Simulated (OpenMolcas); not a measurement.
# CH7NSn (SMILES C[NH][SnH3]): levels of theory compared

Aim: a comparison of 6 runs (HF/STO-3G, HF/def2-SVP, BHLYP/def2-SVP, BLYP/def2-SVP, PBE0/def2-SVP, CCSD(T)/def2-SVP) of CH7NSn. 

Program for the calculation: OpenMolcas 26.06.

## 1. The molecule

CH7NSn has 10 atoms, charge 0, and is taken as a singlet. As SMILES, `C[NH][SnH3]`. Geometry: relaxed at PBE0-D4/def2-TZVP.

Bond lengths: C1–N2 1.451 Å, N2–Sn3 2.028 Å, C1–H4 1.095 Å, C1–H5 1.094 Å, C1–H6 1.101 Å, N2–H7 1.011 Å, Sn3–H8 1.705 Å, Sn3–H9 1.706 Å, Sn3–H10 1.718 Å. Some angles: C1–N2–Sn3 118.3°, C1–N2–H7 111.0°, Sn3–N2–H7 112.3°, N2–C1–H4 110.3°, N2–C1–H5 109.7°, N2–C1–H6 115.2°, N2–Sn3–H8 106.4°, N2–Sn3–H9 105.8°, N2–Sn3–H10 112.2°, H4–C1–H5 106.6°.

## 2. Energy and forces at HF/STO-3G (run 1)

Input file mol.input:

```
* CH7NSn Hartree-Fock

&GATEWAY
 BASLIB
 $CurrDir
 COORD
 10
 angstrom
 C       -0.898400       0.758000      -0.879200
 N       -0.343000      -0.532900      -0.516500
 Sn       0.897300      -0.629400       1.085100
 H       -1.664200       0.637600      -1.652700
 H       -1.396800       1.201100      -0.011700
 H       -0.168200       1.494600      -1.247500
 H        0.037300      -1.004000      -1.326200
 H        1.451700      -2.239000       1.169900
 H       -0.052600      -0.195500       2.433700
 H        2.220200       0.458400       0.948000
 BASIS
 STO-3G
 GROUP
 NoSym

&SEWARD

&SCF
 THRESHOLDS
 1e-10 1e-07 1e-07 1e-05
 PRORBITALS
 1 2

&ALASKA
```

The basis set STO-3G is read from a file made from the Basis Set Exchange's data (not shown).

On the command line:

```
$ export MOLCAS_MEM=1860
$ pymolcas mol.input > mol.log
```

Log:

```text
--- Start Module: gateway ---
[...]
--- Stop Module: gateway /rc=_RC_ALL_IS_WELL_ ---
[...]
      Basis functions           44
[...]
--- Start Module: scf ---
[...]
       Convergence after  11 Iterations
[...]
::    Total SCF energy                              -6058.5184003287
[...]
      Total spin, S                                     0.0000000000
[...]
      Total electronic charge=   70.000000
      Total            charge=   -0.000000
[...]
      Dipole Moment (debye):
      Origin of the operator (angstrom)=    0.6043   -0.4804    0.7364
                   X=  1.2199E+00               Y=  2.2823E-01               Z=  7.2183E-02           Total=  1.2432E+00
      Quadrupole Moment (debye*angstrom):
[...]
--- Stop Module: scf /rc=_RC_ALL_IS_WELL_ ---
--- Start Module: alaska ---
[...]
 *              Molecular gradients               *
 **************************************************
  Irreducible representation: a
 ------------------------------------------------------------------------------------------
                              X                       Y                       Z
 ------------------------------------------------------------------------------------------
  C1                1.11472252126354E-02   -1.48896523269393E-02    9.85229273844368E-03
  N2               -1.78152006724552E-02    1.20895540306911E-02   -3.78177953256511E-02
  SN3              -3.16483903404219E-03    3.12405305935570E-05   -9.40589245756485E-03
  H4               -2.54746979052500E-03   -2.69345936196942E-03   -3.83276393721488E-04
  H5               -2.25593962544401E-03    7.47329183988565E-04    2.41532948071255E-03
  H6                2.54831145791945E-03    2.15721246155365E-03   -5.13577510683927E-04
  H7               -1.52531633010855E-03    1.70902230062708E-03    1.76340724701882E-02
  H8                7.53914549711698E-03   -2.41971565236287E-02    5.48340538825465E-04
[...]
--- Stop Module: alaska /rc=_RC_ALL_IS_WELL_ ---
[...]
```

It took 2.9 s on 1 thread of Arm Neoverse V2, shared host; peak memory 0.38 GiB.

## 3. Energy and forces at HF/def2-SVP (core potential) (run 2)

Input file mol.inp:

```
&gateway
 baslib=$CurrDir
 coord
 10
 angstrom
 C       -0.898400       0.758000      -0.879200
 N       -0.343000      -0.532900      -0.516500
 Sn       0.897300      -0.629400       1.085100
 H       -1.664200       0.637600      -1.652700
 H       -1.396800       1.201100      -0.011700
 H       -0.168200       1.494600      -1.247500
 H        0.037300      -1.004000      -1.326200
 H        1.451700      -2.239000       1.169900
 H       -0.052600      -0.195500       2.433700
 H        2.220200       0.458400       0.948000
 basis=def2-SVP
 group=NoSym

&seward

&scf
 thresholds=1e-10 1e-07 1e-07 1e-05
 prorbitals=1 2

&alaska
```

The basis set def2-SVP is read from a file made from the Basis Set Exchange's data (not shown).

On the command line:

```
$ export MOLCAS_MEM=1860
$ pymolcas mol.inp > mol.log
```

Log:

```text
--- Start Module: gateway ---
[...]
--- Stop Module: gateway /rc=_RC_ALL_IS_WELL_ ---
[...]
      Basis functions           89
[...]
--- Start Module: scf ---
[...]
       Convergence after  13 Iterations
[...]
::    Total SCF energy                               -309.6236147160
[...]
      Total spin, S                                     0.0000000000
[...]
      Total electronic charge=   42.000000
      Total            charge=   -0.000000
[...]
      Dipole Moment (debye):
      Origin of the operator (angstrom)=    0.6043   -0.4804    0.7364
                   X=  7.1219E-01               Y=  3.5479E-01               Z= -4.8599E-01           Total=  9.3235E-01
      Quadrupole Moment (debye*angstrom):
[...]
--- Stop Module: scf /rc=_RC_ALL_IS_WELL_ ---
[...]
--- Start Module: alaska ---
[...]
 *              Molecular gradients               *
 **************************************************
  Irreducible representation: a
 ------------------------------------------------------------------------------------------
                              X                       Y                       Z
 ------------------------------------------------------------------------------------------
  C1                3.98504292558544E-03    1.97292340366850E-03    1.37108720713996E-03
  N2               -5.45157069772095E-03   -2.73770285156871E-03    9.33139813930772E-03
  SN3              -1.08224215427022E-03    1.54338410758825E-03   -4.47861010447781E-03
  H4               -8.54992988103653E-04   -1.12425555425514E-03   -7.56131799208859E-04
  H5               -3.39068090770223E-04   -1.09341908700156E-04    1.21531139087416E-03
  H6                5.97241990039521E-04    1.50454767967112E-03   -3.26415114014766E-04
  H7                4.62206541669463E-03   -2.18819918079127E-03   -4.37266140824111E-03
  H8               -9.14713661301692E-04    8.03226122011225E-04   -6.65500769956917E-04
[...]
--- Stop Module: alaska /rc=_RC_ALL_IS_WELL_ ---
[...]
```

It took 8.1 s on 1 thread of Arm Neoverse V2, shared host; peak memory 0.49 GiB.

Run 3 isn't shown in full; the table further down has it.

## 4. Energy and forces at BLYP/def2-SVP (core potential) (run 4)

Input file run.inp:

```
>>> EXPORT MOLCAS_PRINT=2

&GATEWAY
  BasLib=$CurrDir
  Coord
  10
  angstrom
  C       -0.898400       0.758000      -0.879200
  N       -0.343000      -0.532900      -0.516500
  Sn       0.897300      -0.629400       1.085100
  H       -1.664200       0.637600      -1.652700
  H       -1.396800       1.201100      -0.011700
  H       -0.168200       1.494600      -1.247500
  H        0.037300      -1.004000      -1.326200
  H        1.451700      -2.239000       1.169900
  H       -0.052600      -0.195500       2.433700
  H        2.220200       0.458400       0.948000
  Basis=def2-SVP
  Group=NoSym

&SEWARD
  GridInput
  Grid=UltraFine
  End of Grid

&SCF
  KSDFT=BLYP
  Thresholds=1e-10 1e-07 1e-07 1e-05
  PrOrbitals=1 2

&ALASKA
```

The basis set def2-SVP is read from a file made from the Basis Set Exchange's data (not shown).

On the command line:

```
$ export MOLCAS_MEM=1860
$ pymolcas run.inp > run.log
```

Log:

```text
--- Start Module: gateway ---
[...]
--- Stop Module: gateway /rc=_RC_ALL_IS_WELL_ ---
[...]
      Basis functions           89
[...]
--- Start Module: scf ---
[...]
       Convergence after  17 Iterations
[...]
::    Total KS-DFT energy                            -311.1297040828
[...]
      Total spin, S                                     0.0000000000
[...]
      Total electronic charge=   42.000000
      Total            charge=   -0.000000
[...]
      Dipole Moment (debye):
      Origin of the operator (angstrom)=    0.6043   -0.4804    0.7364
                   X=  4.0511E-01               Y=  2.4035E-01               Z= -6.4891E-01           Total=  8.0185E-01
      Quadrupole Moment (debye*angstrom):
[...]
--- Stop Module: scf /rc=_RC_ALL_IS_WELL_ ---
[...]
--- Start Module: alaska ---
[...]
 *              Molecular gradients               *
 **************************************************
  Irreducible representation: a
 ------------------------------------------------------------------------------------------
                              X                       Y                       Z
 ------------------------------------------------------------------------------------------
  C1               -4.94904062508184E-04    2.97930109192279E-03   -1.14928833149452E-04
  N2                1.15681819780606E-02    2.11714751645520E-03    9.33462588551315E-04
  SN3              -8.07045052790478E-03    1.73576307055479E-03   -9.51655251116712E-03
  H4                8.04789512266657E-03    9.53241270462146E-05    8.16033920312664E-03
  H5                5.31282474120598E-03   -5.46955979944652E-03   -7.98229383895022E-03
  H6               -6.46709149715230E-03   -9.19887912914374E-03    4.41012173428557E-03
  H7               -4.93546433770664E-03    7.37770419438144E-03    1.06282153407715E-02
  H8               -2.23876424908287E-03    6.81796131772927E-03   -5.91572644622618E-04
[...]
--- Stop Module: alaska /rc=_RC_ALL_IS_WELL_ ---
[...]
```

Run time: 45 s. Hardware: 1 thread of Arm Neoverse V2, shared host; peak memory 0.49 GiB.

Run 5 isn't shown in full; the table further down has it.

## 5. A single-point energy at CCSD(T)/def2-SVP (core potential) (run 6)

mol.inp: that of step 3 with these lines changed.

```diff
@@ -1 +1,4 @@
+* CH7NSn CCSD(T)
+>>> EXPORT MOLCAS_PRINT=2
+
 &gateway
@@ -22,4 +25,22 @@
  thresholds=1e-10 1e-07 1e-07 1e-05
- prorbitals=1 2
+ prorbitals=0
 
-&alaska
+&rasscf
+ fileorb=$Project.ScfOrb
+ spin=1
+ nactel=0 0 0
+ inactive=21
+ ras2=0
+ outorbitals=Canonical
+ orblisting=Few
+
+&motra
+ jobiph
+ frozen=6
+
+&ccsdt
+ cct
+ triples=2
+ iterations=80
+ accuracy=1e-08
+ extrapolation=5 4
```

The basis set def2-SVP is read from a file made from the Basis Set Exchange's data (not shown).

On the command line:

```
$ export MOLCAS_MEM=1860
$ pymolcas mol.inp > mol.log
```

Log:

```text
--- Start Module: gateway ---
[...]
--- Stop Module: gateway /rc=_RC_ALL_IS_WELL_ ---
[...]
      Basis functions           89
[...]
       Convergence after  13 Iterations
[...]
::    Total SCF energy                               -309.6236147160
[...]
      Total spin, S                                     0.0000000000
[...]
      Number of active orbitals                  0
[...]
      Spin quantum number                      0.0
[...]
      Active orbitals                            0
[...]
      Number of CSFs                             1
[...]
      Number of root(s) required                 1
[...]
      Convergence after  4 iterations
[...]
      Natural orbitals and occupation numbers for root  1
      ************************************************************************************************************************
      *                                                    Final results                                                     *
      ************************************************************************************************************************
[...]
::    RASSCF root number  1 Total energy:   -309.62361472
[...]
      Total electronic charge=   42.000000
      Total            charge=   -0.000000
[...]
      Dipole Moment (debye):
      Origin of the operator (angstrom)=    0.6043   -0.4804    0.7364
                   X=  7.1219E-01               Y=  3.5479E-01               Z= -4.8599E-01           Total=  9.3235E-01
      Quadrupole Moment (debye*angstrom):
[...]
--- Start Module: motra ---
[...]
      *** WARNING: Default frozen orbitals is overwritten by user input.
      *** Default values:   2
[...]
--- Stop Module: motra /rc=_RC_ALL_IS_WELL_ ---
[...]
--- Start Module: ccsdt ---
[...]
      Convergence after                    15  Iterations
      Total energy (diff) :    -310.11119808      -0.00000001
[...]
 METHOD                       : CCSD+T(CCSD)+<T3(1)WT1> = CCSD(T)
[...]
       CCSD     =      -310.1111980847367
[...]
--- Stop Module: ccsdt /rc=_RC_ALL_IS_WELL_ ---
[...]
```

Run time: 1.9 min. Hardware: 1 thread of Arm Neoverse V2, shared host; peak memory 0.49 GiB.

## 6. Overview of the runs

| run | level | integration grid | task | energy (Eh) | dipole moment (D) of the reference | HOMO energy (eV) | LUMO energy (eV) | wall time |
| --- | --- | --- | --- | --- | --- | --- | --- | --- |
| 1 | HF/STO-3G | – | gradient | -6058.518400 | 1.24 | -7.16 | 11.04 | 2.9 s |
| 2 | HF/def2-SVP (core potential) | – | gradient | -309.623615 | 0.93 | -9.80 | 3.22 | 8.1 s |
| 3 | BHLYP/def2-SVP (core potential) | UltraFine | gradient | -311.112998 | 0.86 | -7.63 | 1.14 | 39 s |
| 4 | BLYP/def2-SVP (core potential) | UltraFine | gradient | -311.129704 | 0.80 | -4.77 | -0.34 | 45 s |
| 5 | PBE0/def2-SVP (core potential) | UltraFine | gradient | -311.136398 | 0.84 | -6.31 | 0.37 | 44 s |
| 6 | CCSD(T)/def2-SVP (core potential) | – | energy | -310.124372 | 0.93 | -9.80 | 3.22 | 1.9 min |

## 7. What came out

| quantity | value |
| --- | --- |
| run 6: total energy | -310.12437 Eh |
| run 6: dipole moment (mean-field density) | 0.93 D |
| run 6: HOMO energy (Hartree–Fock orbitals) | -9.80 eV |
| run 6: LUMO energy (Hartree–Fock orbitals) | 3.22 eV |
| run 6: HOMO–LUMO gap (Hartree–Fock orbitals) | 13.02 eV |
| run 6: correlation energy (6 core orbitals frozen) | -500.8 mEh |
| run 6: (T) correction | -13.17 mEh |

Over runs 1, 2, 3, 4, 5 the dipole moment (its size) runs from 0.80 D (BLYP/def2-SVP) to 1.24 D (HF/STO-3G). The two ends differ in method and basis and core potential. Over runs 1, 2, 3, 4, 5 the HOMO–LUMO gap runs from 4.43 eV (BLYP/def2-SVP) to 18.19 eV (HF/STO-3G). Totals of different functionals can't be ranked against each other. Some runs of one species differ in core potentials or relativity; totals across that change don't compare. In run 1 the basis is minimal, so the values are rough. In run 1 relativity is left out where basis or elements ask for it. All runs together took 4.3 min, the longest 1.9 min.
